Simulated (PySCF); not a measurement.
# C₅H₂FNO: runs on many settings, part 1 of 2

Aim: see how C₅H₂FNO (`N#Cc1coc(F)c1`) answers to the choice of functional, basis, grid and SCF options.

Programs: PySCF 2.14.0, with density-fitted response routines of our own. Each step states its level of theory. These are calculated values for one molecule in the gas phase, unless marked as measured. Atoms are numbered from 0 throughout.

**1. Starting geometry**

10 atoms, charge 0, multiplicity 1; geometry from: GFN2-xTB.

Bonds of the start (Å): N0–C1 1.15, C1–C2 1.41, C2–C3 1.37, C3–O4 1.34, O4–C5 1.34, C5–F6 1.32, C5–C7 1.35, C7–C2 1.43, C3–H8 1.07, C7–H9 1.07.

**2. Nuclear shieldings: PBE0/pcSseg-1**

What the job is given:

```
{"job": {"kind": "nmr", "xc": "PBE0", "basis": "pcSseg-1"}, "charge": 0, "multiplicity": 1}
N      3.133387    -0.603860     0.133710
C      2.021048    -0.337595     0.076797
C      0.652338    -0.022818     0.008078
C      0.098583     1.208109    -0.227792
O     -1.241156     1.126626    -0.223698
C     -1.539760    -0.155417     0.014762
F     -2.823801    -0.463899     0.061432
C     -0.440504    -0.931938     0.170035
H      0.542636     2.167021    -0.404095
H     -0.393890    -1.981574     0.368244
```

Method: GIAO PBE0/pcSseg-1 NMR shielding, non-relativistic, gas phase.

Started as:

```bash
$ OMP_NUM_THREADS=1 python probes_run.py task.json out
```

One launch serves the whole session: the jobs run in the order shown.

The program printed:

```text
coarse grid: 9904 points
cycle   1  E = -420.8358020605  dE =  1.760e+00  |g| = 6.827e-01  |ddm| = 3.334e+00
cycle   2  E = -420.6485610495  dE =  1.872e-01  |g| = 1.175e+00  |ddm| = 1.560e+00
cycle   3  E = -420.9221628320  dE = -2.736e-01  |g| = 2.208e-01  |ddm| = 1.124e+00
cycle   4  E = -420.9310798883  dE = -8.917e-03  |g| = 7.993e-02  |ddm| = 2.054e-01
cycle   5  E = -420.9324224188  dE = -1.343e-03  |g| = 1.498e-02  |ddm| = 7.648e-02
cycle   6  E = -420.9324628899  dE = -4.047e-05  |g| = 8.006e-03  |ddm| = 1.900e-02
cycle   7  E = -420.9324749531  dE = -1.206e-05  |g| = 1.682e-03  |ddm| = 7.096e-03
cycle   8  E = -420.9324755179  dE = -5.648e-07  |g| = 4.612e-04  |ddm| = 1.704e-03
final grid: 100592 points
cycle   9  E = -420.9950804168  dE = -2.203e-05  |g| = 9.889e-03  |ddm| = 3.289e-02
cycle  10  E = -420.9950507030  dE =  2.971e-05  |g| = 1.617e-02  |ddm| = 1.787e-02
cycle  11  E = -420.9950976065  dE = -4.690e-05  |g| = 1.721e-03  |ddm| = 1.213e-02
cycle  12  E = -420.9950982590  dE = -6.525e-07  |g| = 4.567e-04  |ddm| = 1.749e-03
cycle  13  E = -420.9950982966  dE = -3.762e-08  |g| = 1.873e-04  |ddm| = 4.354e-04
cycle  14  E = -420.9950983025  dE = -5.908e-09  |g| = 9.334e-05  |ddm| = 2.131e-04
cycle  15  E = -420.9950983044  dE = -1.887e-09  |g| = 1.185e-05  |ddm| = 8.404e-05
cycle  16  E = -420.9950983044  dE = -2.638e-11  |g| = 5.166e-06  |ddm| = 1.377e-05
converged SCF energy = -420.9950983044

GIAO shielding tensors (ppm)
atom      isotropic    diamagn.    paramagn.     s11        s22        s33       span
  0 N      -58.108     340.841    -398.949   -226.747   -181.745    234.168    460.915
  1 C       69.816     257.303    -187.488    -44.256    -41.054    294.756    339.012
  2 C       80.154     258.420    -178.267     -0.442     85.379    155.524    155.966
  3 C       41.114     249.001    -207.887    -44.354     55.600    112.096    156.450
  4 O       43.635     396.926    -353.291    -96.445      8.103    219.247    315.691
  5 C       18.565     252.217    -233.652    -44.816     47.761     52.750     97.566
  6 F      286.908     469.422    -182.514    199.602    318.612    342.511    142.909
  7 C       92.974     250.402    -157.428     40.576     76.535    161.812    121.236
  8 H       24.287      29.579      -5.292     21.274     24.668     26.918      5.644
  9 H       25.686      30.541      -4.854     22.589     26.752     27.718      5.129
```

Run time: 13 s. Hardware: 1 thread of Arm Neoverse V2, shared host; peak memory 0.69 GiB.

The references, computed at this level on geometries of the same kind, shield at (ppm): 1H TMS 31.72, 13C TMS 186.9, 19F CFCl3 170.9, 15N NH3 267.7, 17O H2O 336.1. Their shielding less the atom's gives the shift. The references are single molecules in the gas phase, so shifts against H2O, NH3, PH3, H3PO4 or CFCl3 are not on the usual liquid scales and can be off by tens of ppm.

```
atoms                                         environment  σ (ppm)  δ (ppm)  δ scaled to CDCl3
   C5                    aromatic carbon bearing fluorine     18.6    168.4              162.4
   C3                 aromatic CH next to the ring oxygen     41.1    145.8              140.4
   C1                                      nitrile carbon     69.8    117.1              112.4
   C2                         substituted aromatic carbon     80.2    106.8              102.3
   C7                                         aromatic CH     93.0     94.0               89.8
   H8  hydrogen on an aromatic CH next to the ring oxygen    24.29     7.43               7.11
   H9                          hydrogen on an aromatic CH    25.69     6.03               5.79
   N0                                    nitrile nitrogen    -58.1    325.8                  –
   O4                                aromatic ring oxygen     43.6    292.4                  –
   F6                                       aryl fluorine    286.9   -116.0                  –
```

The scaled column applies a straight-line fit of computed shieldings to shifts measured in CDCl3, and one for carbons that bear F (root-mean-square error 0.16 ppm for H, 1.9 ppm for C).

Charges from the same density, by scheme (e):

```
atoms  Mulliken    IAO  Hirshfeld  ESP fit
   N0     -0.23  -0.23      -0.21    -0.46
   C1      0.15   0.14       0.08     0.44
   C2     -0.27  -0.09      -0.02    -0.11
   C3      0.28   0.03       0.03    -0.10
   O4     -0.34  -0.22      -0.05    -0.13
   C5      0.55   0.45       0.16     0.43
   F6     -0.23  -0.22      -0.06    -0.15
   C7     -0.13  -0.25      -0.09    -0.37
```

Mayer bond orders: N0–C1 3.03, C1–C2 1.01, C2–C3 1.55, C3–O4 1.06, O4–C5 1.09, C5–F6 1.03, C5–C7 1.61, C7–C2 1.18.

Ring of atoms C2, C3, O4, C5, C7: NICS(0) -13.6, NICS(1) -9.5, NICS(1)zz -23.0 ppm (means of both faces).

**3. Ultraviolet spectrum: PBE0/def2-SVPD**

The job, as its differences from that of step 2:

```diff
@@ -1,2 +1,2 @@
-{"job": {"kind": "nmr", "xc": "PBE0", "basis": "pcSseg-1"}, "charge": 0, "multiplicity": 1}
+{"job": {"kind": "uv", "xc": "PBE0", "basis": "def2-SVPD", "nstates": 6, "ntriplets": 2}, "charge": 0, "multiplicity": 1}
 N      3.133387    -0.603860     0.133710
```

With the program's defaults for keys left out, this is: TDDFT PBE0/def2-SVPD, vertical, gas phase, core orbitals frozen in the response.

The program printed:

```text
coarse grid: 9904 points
cycle   1  E = -420.5919450096  dE =  1.699e+00  |g| = 6.511e-01  |ddm| = 6.044e+00
cycle   2  E = -420.4103572570  dE =  1.816e-01  |g| = 1.130e+00  |ddm| = 2.166e+00
cycle   3  E = -420.6743774275  dE = -2.640e-01  |g| = 2.141e-01  |ddm| = 1.567e+00
cycle   4  E = -420.6831027003  dE = -8.725e-03  |g| = 7.417e-02  |ddm| = 3.146e-01
cycle   5  E = -420.6842865323  dE = -1.184e-03  |g| = 1.485e-02  |ddm| = 1.351e-01
cycle   6  E = -420.6843279881  dE = -4.146e-05  |g| = 8.027e-03  |ddm| = 4.254e-02
cycle   7  E = -420.6843407951  dE = -1.281e-05  |g| = 1.568e-03  |ddm| = 1.154e-02
cycle   8  E = -420.6843413117  dE = -5.166e-07  |g| = 4.535e-04  |ddm| = 2.972e-03
final grid: 100592 points
cycle   9  E = -420.7462667977  dE = -1.887e-05  |g| = 9.109e-03  |ddm| = 1.004e-01
cycle  10  E = -420.7462399700  dE =  2.683e-05  |g| = 1.495e-02  |ddm| = 2.883e-02
cycle  11  E = -420.7462824128  dE = -4.244e-05  |g| = 1.607e-03  |ddm| = 1.873e-02
cycle  12  E = -420.7462830172  dE = -6.044e-07  |g| = 3.928e-04  |ddm| = 3.554e-03
cycle  13  E = -420.7462830473  dE = -3.009e-08  |g| = 1.558e-04  |ddm| = 6.922e-04
cycle  14  E = -420.7462830514  dE = -4.052e-09  |g| = 8.126e-05  |ddm| = 2.969e-04
cycle  15  E = -420.7462830528  dE = -1.465e-09  |g| = 1.207e-05  |ddm| = 1.209e-04
cycle  16  E = -420.7462830528  dE = -3.070e-11  |g| = 4.945e-06  |ddm| = 2.765e-05
converged SCF energy = -420.7462830528

Static polarisability (au): isotropic 62.647, principal 38.577 60.537 88.827

Singlet excitations
state   eV       nm        f      main configurations
  1   5.6173    220.7   0.08717   H->L 0.92
  2   6.4162    193.2   0.00098   H->L+2 0.87
  3   6.5096    190.5   0.03110   H-1->L 0.60, H->L+1 0.32
  4   6.8067    182.2   0.00007   H->L+3 0.71, H-2->L 0.12, H->L+2 0.09
  5   6.9092    179.4   0.00030   H-2->L 0.79, H->L+3 0.16
  6   7.1028    174.6   0.37321   H->L+1 0.55, H-1->L 0.24

Triplet excitations (Tamm-Dancoff, eV): 3.6303 4.9377
```

Wall time 22 s (1 thread of Arm Neoverse V2, shared host); peak memory 0.74 GiB.

The orbitals next to the gap, with their largest atomic shares:

| orbital | eV | atoms |
| --- | --- | --- |
| HOMO−3 | -10.64 | N0 81 %, C1 17 % |
| HOMO−2 | -10.05 | N0 47 %, C1 37 %, C2 6 % |
| HOMO−1 | -8.99 | C7 24 %, N0 19 %, C2 15 % |
| HOMO | -7.58 | C3 26 %, C5 20 %, C2 14 % |
| LUMO | -1.36 | C3 27 %, C2 18 %, N0 15 % |
| LUMO+1 | 0.12 | C5 30 %, C7 28 %, O4 9 % |
| LUMO+2 | 0.23 | N0 21 %, C5 17 %, C1 17 % |

With each of the 6 states as a Gaussian band of 0.4 eV half-width at 1/e, the curve within the window shown has maxima at 220 nm (ε 3,500), 174 nm (ε 15,000) L/(mol cm). Beyond the last state computed it falls off for lack of states. The curve at chosen wavelengths:

```tsv
nm	ε (L/mol/cm)
167	8622
170	12661
173	15041
176	14810
180	11343
183	8057
186	5321
189	3446
192	2298
195	1638
199	1252
202	1269
205	1528
208	1977
211	2522
214	3037
218	3475
221	3529
224	3342
227	2966
230	2478
233	1958
237	1321
240	932
243	630
246	409
```

Ground-state properties from the same run:

```csv
property,computed
dipole moment (D),2.68
polarisability (Å³),9.28
HOMO–LUMO gap (eV),6.22
−ε(HOMO) (eV),7.58
```

**4. Indirect couplings: CAM-B3LYP/aug-pcSseg-1**

The job, as its differences from that of step 3:

```diff
@@ -1,2 +1,2 @@
-{"job": {"kind": "uv", "xc": "PBE0", "basis": "def2-SVPD", "nstates": 6, "ntriplets": 2}, "charge": 0, "multiplicity": 1}
+{"job": {"kind": "j", "xc": "CAM-B3LYP", "basis": "aug-pcSseg-1", "scf": {"conv": 1e-11, "aux": "def2-universal-jkfit"}}, "charge": 0, "multiplicity": 1}
 N      3.133387    -0.603860     0.133710
```

Method: CAM-B3LYP/aug-pcSseg-1 indirect spin-spin coupling, non-relativistic, gas phase.

The program printed:

```text
final grid: 100592 points
cycle   1  E = -421.1770444265  dE =  1.948e+00  |g| = 7.766e-01  |ddm| = 6.363e+00
cycle   2  E = -421.0564773116  dE =  1.206e-01  |g| = 1.147e+00  |ddm| = 2.331e+00
cycle   3  E = -421.3017810752  dE = -2.453e-01  |g| = 1.575e-01  |ddm| = 1.524e+00
cycle   4  E = -421.3056314841  dE = -3.850e-03  |g| = 7.907e-02  |ddm| = 2.687e-01
cycle   5  E = -421.3069649114  dE = -1.333e-03  |g| = 9.611e-03  |ddm| = 1.349e-01
cycle   6  E = -421.3069805076  dE = -1.560e-05  |g| = 5.416e-03  |ddm| = 2.389e-02
cycle   7  E = -421.3069852516  dE = -4.744e-06  |g| = 7.414e-04  |ddm| = 7.230e-03
cycle   8  E = -421.3069854988  dE = -2.472e-07  |g| = 3.648e-04  |ddm| = 3.321e-03
cycle   9  E = -421.3069855294  dE = -3.055e-08  |g| = 1.788e-04  |ddm| = 6.814e-04
cycle  10  E = -421.3069855382  dE = -8.864e-09  |g| = 6.201e-05  |ddm| = 4.423e-04
cycle  11  E = -421.3069855394  dE = -1.164e-09  |g| = 1.624e-05  |ddm| = 1.768e-04
cycle  12  E = -421.3069855395  dE = -9.538e-11  |g| = 5.120e-06  |ddm| = 5.369e-05
cycle  13  E = -421.3069855395  dE = -1.182e-11  |g| = 1.387e-06  |ddm| = 1.884e-05
cycle  14  E = -421.3069855395  dE = -9.095e-13  |g| = 1.038e-06  |ddm| = 3.505e-06
converged SCF energy = -421.3069855395

Indirect spin-spin couplings (Hz)
  i      j    bonds     total        FC       PSO       DSO        SD
  0 N    1 C    1    -39.498   -32.430    -0.553    -0.010    -6.505
  0 N    2 C    2      3.246     2.162     0.427     0.059     0.598
  0 N    3 C    3     -3.143    -2.816     0.582     0.030    -0.938
  0 N    4 O    4      0.759     0.135     0.283    -0.019     0.360
  0 N    5 C    4      0.301     0.234    -0.187     0.029     0.226
  0 N    6 F    5      0.753     0.156    -0.172     0.101     0.668
  0 N    7 C    3     -1.478    -1.576     0.146     0.029    -0.077
  0 N    8 H    4      0.706     0.632    -0.005     0.086    -0.008
  0 N    9 H    4      0.175     0.168    -0.036     0.076    -0.033
  1 C    2 C    1    126.966   128.803    -2.154     0.316         -
  1 C    3 C    2      0.539     0.268     0.248     0.024         -
  1 C    4 O    3     -0.488    -0.460    -0.066     0.039         -
  1 C    5 C    3      7.510     7.482     0.070    -0.042         -
  1 C    6 F    4      3.196     2.142     0.494    -0.243     0.804
  1 C    7 C    2      0.653     0.563     0.065     0.025         -
  1 C    8 H    3      2.488     2.407     0.070     0.011         -
  1 C    9 H    3      2.247     2.181     0.017     0.049         -
  2 C    3 C    1    105.340   113.601    -8.573     0.312         -
  2 C    4 O    2      0.584    -0.820     1.403     0.000         -
  2 C    5 C    2      2.934     2.692     0.152     0.090         -
  2 C    6 F    3     -2.058     2.901    -1.572    -0.375    -3.012
  2 C    7 C    1     86.377    90.497    -4.427     0.306         -
  2 C    8 H    2      3.588     4.669    -0.685    -0.396         -
  2 C    9 H    2     -0.236     0.396    -0.358    -0.273         -
  3 C    4 O    1      9.093     2.014     7.226    -0.147         -
  3 C    5 C    2      6.965     6.274     0.665     0.026         -
  3 C    6 F    3      5.496     8.458    -7.453    -0.506     4.997
  3 C    7 C    2     -5.198    -5.177    -0.035     0.014         -
  3 C    8 H    1    207.955   207.248    -0.344     1.052         -
  3 C    9 H    3      4.838     4.966     0.447    -0.575         -
  4 O    5 C    1      2.530    -5.033     7.752    -0.189         -
  4 O    6 F    2    -15.670   -33.648    18.752     0.057    -0.831
  4 O    7 C    2     -1.383    -2.409     1.011     0.016         -
  4 O    8 H    2    -15.270   -16.221     0.796     0.156         -
  4 O    9 H    3     -1.940    -2.105    -0.179     0.344         -
  5 C    6 F    1   -226.917  -206.216   -19.234     1.081    -2.548
  5 C    7 C    1    131.746   138.739    -7.354     0.361         -
  5 C    8 H    3      6.454     6.388     0.676    -0.609         -
  5 C    9 H    2      0.237     1.368    -0.900    -0.231         -
  6 F    7 C    2     20.683    34.202   -20.953    -0.240     7.674
  6 F    8 H    4     -2.213    -0.757     0.064    -1.844     0.324
  6 F    9 H    3     -8.398    -4.677    -2.497    -0.702    -0.521
  7 C    8 H    3      3.366     3.589     0.374    -0.597         -
  7 C    9 H    1    183.714   182.477     0.233     1.004         -
  8 H    9 H    4      0.641     0.973     1.972    -2.304         -
```

Wall time 48 s (1 thread of Arm Neoverse V2, shared host); peak memory 1.1 GiB.

This basis has no tight s functions, so the Fermi-contact terms are rough.

A choice of the couplings up to four bonds, sorted by the number of bonds; isotopes 13C, 19F, 1H, 15N, 17O:

```csv
pair,bonds,J (Hz),Fermi contact (Hz),dihedral (°)
C5–F6,1,-226.9,-206.2,–
C3–H8,1,208.0,207.2,–
C7–H9,1,183.7,182.5,–
C5–C7,1,131.7,138.7,–
C1–C2,1,127.0,128.8,–
C2–C3,1,105.3,113.6,–
C2–C7,1,86.4,90.5,–
N0–C1,1,-39.5,-32.4,–
C3–O4,1,9.1,2.0,–
F6–C7,2,20.7,34.2,–
O4–F6,2,-15.7,-33.6,–
O4–H8,2,-15.3,-16.2,–
C3–C5,2,7.0,6.3,–
C3–C7,2,-5.2,-5.2,–
C2–H8,2,3.6,4.7,–
N0–C2,2,3.2,2.2,–
C2–C5,2,2.9,2.7,–
O4–C7,2,-1.4,-2.4,–
F6–H9,3,-8.4,-4.7,0
C1–C5,3,7.5,7.5,-180
C5–H8,3,6.5,6.4,-180
C3–F6,3,5.5,8.5,-180
C3–H9,3,4.8,5.0,-180
C7–H8,3,3.4,3.6,180
N0–C3,3,-3.1,-2.8,–
C1–H8,3,2.5,2.4,0
C1–H9,3,2.2,2.2,0
C1–F6,4,3.2,2.1,–
F6–H8,4,-2.2,-0.8,–
```

The spin-dipole term was solved for some atoms only; pairs without it lack that part.

The response was solved for the nuclei of C, F, H, N alone, so couplings that need other nuclei can be missing.

Quadrupole couplings from the field gradients of the same density:

```
atom  isotope  eQq/h (MHz)     η
  O4      17O       -8.792  0.10
  N0      14N       -4.791  0.17
```

Joined with the shifts from before (PBE0/pcSseg-1, scaled to CDCl3), the couplings predict the line list below for 600 MHz.

1H NMR δ 7.11 (d, J = 2.2 Hz, 1H), 5.79 (d, J = 8.4 Hz, 1H).

(Continued in part 2 of 2.)
